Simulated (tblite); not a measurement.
# C5H11FOSi2: the cost of one run

Computed with tblite 0.8.0 and PySCF 2.14.0, with density-fitted response routines of our own, on a single molecule in the gas phase. Atoms count from 0, in the outputs and in this text.

## (1) The starting structure

20 atoms, charge 0, multiplicity 1; geometry from: force field or distance geometry start.

Bonds of the start (Å): C0–O1 1.41, O1–Si2 1.66, Si2–C3 1.88, C3–C4 1.55, C4–C5 1.59, C5–Si6 1.86, C4–C7 1.37, C7–F8 1.34, C7–Si2 1.87, C0–H9 1.09, C0–H10 1.09, C0–H11 1.11, Si2–H12 1.48, C3–H13 1.11, C3–H14 1.08, C5–H15 1.11, C5–H16 1.09, Si6–H17 1.49, Si6–H18 1.48, Si6–H19 1.48.

## (2) Relaxing the molecule with GFN2-xTB

What the job is given:

```
{"job": {"kind": "relax", "xc": "GFN2-xTB", "basis": "xTB"}, "charge": 0, "multiplicity": 1}
C      3.041900     1.605900    -0.979300
O      2.603000     0.272100    -0.805800
Si     1.775900    -0.117300     0.585000
C      0.480400    -1.466500     0.444700
C     -0.637200    -0.408200     0.658100
C     -2.213000    -0.603700     0.696500
Si    -3.064600    -0.540300    -0.958900
C      0.118200     0.724500     0.790400
F     -0.226200     2.003100     0.992000
H      3.698600     1.927300    -0.167100
H      3.587800     1.661400    -1.920500
H      2.175000     2.287600    -1.053200
H      2.608400    -0.115300     1.812600
H      0.557500    -2.229800     1.240000
H      0.470900    -1.980500    -0.510700
H     -2.634200     0.166000     1.369000
H     -2.406700    -1.566900     1.177600
H     -4.525500    -0.775100    -0.780600
H     -2.876700     0.774900    -1.615500
H     -2.538700    -1.608300    -1.845000
```

Run with:

```
OMP_NUM_THREADS=1 python probes_run.py task.json out
```

This one command runs all jobs of the session in turn.

Q: Estimate the wall time and peak memory of this first job on 1 thread of Arm Neoverse V1, shared host.

About 1.1 s, with a peak of 0.18 GiB.
